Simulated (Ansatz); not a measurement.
BrClGeH2O, SMILES [OH][GeH]([Cl])[Br], a ladder of methods at one geometry

With the Ansatz DFT code, driven from Python.

The cells in order, each with its output:

```python
import ansatz
```

```python
GEOMETRY = """
O    -1.21590    0.58510    0.51080
Ge    0.32190    0.03210   -0.06570
Cl    1.84950    0.80040    1.21790
Br    0.42070   -2.28170   -0.01780
H    -1.90960    0.26160   -0.17520
H     0.57550    0.53850   -1.51620
"""
```

```python
molecule = ansatz.Crystal.molecule()
for line in GEOMETRY.strip().splitlines():
    symbol, *xyz = line.split()
    molecule = molecule.atom(symbol, [float(v) for v in xyz])
```

```python
job = molecule.calculation().basis(gaussian="def2-SVP")
```

```python
methods = ["mp2", "ccsd", "ccsd_t"]
reports = [job.correlation(m).run(threads=1, pin="off").report for m in methods]
print(f"Hartree-Fock reference {reports[0]['reference_energy_ev'] / 27.211386246:.6f} Ha")
best = reports[-1]["free_energy_ev"] - reports[-1]["reference_energy_ev"]
for method, each in zip(methods, reports):
    gained = each["free_energy_ev"] - each["reference_energy_ev"]
    print(f"{method:8s} total {each['free_energy_ev'] / 27.211386246:.6f} Ha  correlation {gained:9.4f} eV  ({100 * gained / best:.1f} % of the last)")
```

    Hartree-Fock reference -5182.630824 Ha
    mp2      total -5183.408549 Ha  correlation  -21.1630 eV  (95.9 % of the last)
    ccsd     total -5183.422390 Ha  correlation  -21.5396 eV  (97.6 % of the last)
    ccsd_t   total -5183.441562 Ha  correlation  -22.0613 eV  (100.0 % of the last)

Caveats:
- Total energies depend on the basis set; only differences at equal settings carry meaning.
- The geometry is a force-field or estimated start, not a minimum of this method, and the basis set is short of its limit. A lower total doesn't mark the better method: functionals have no common bound, and MP2 and coupled cluster aren't variational.
- Inner cores stay frozen; a filled d shell under the valence of the heavier atoms is correlated with it.
- Timing: 34 s on 1 thread of Arm Neoverse V1, on a shared host, peak memory 0.48 GiB.
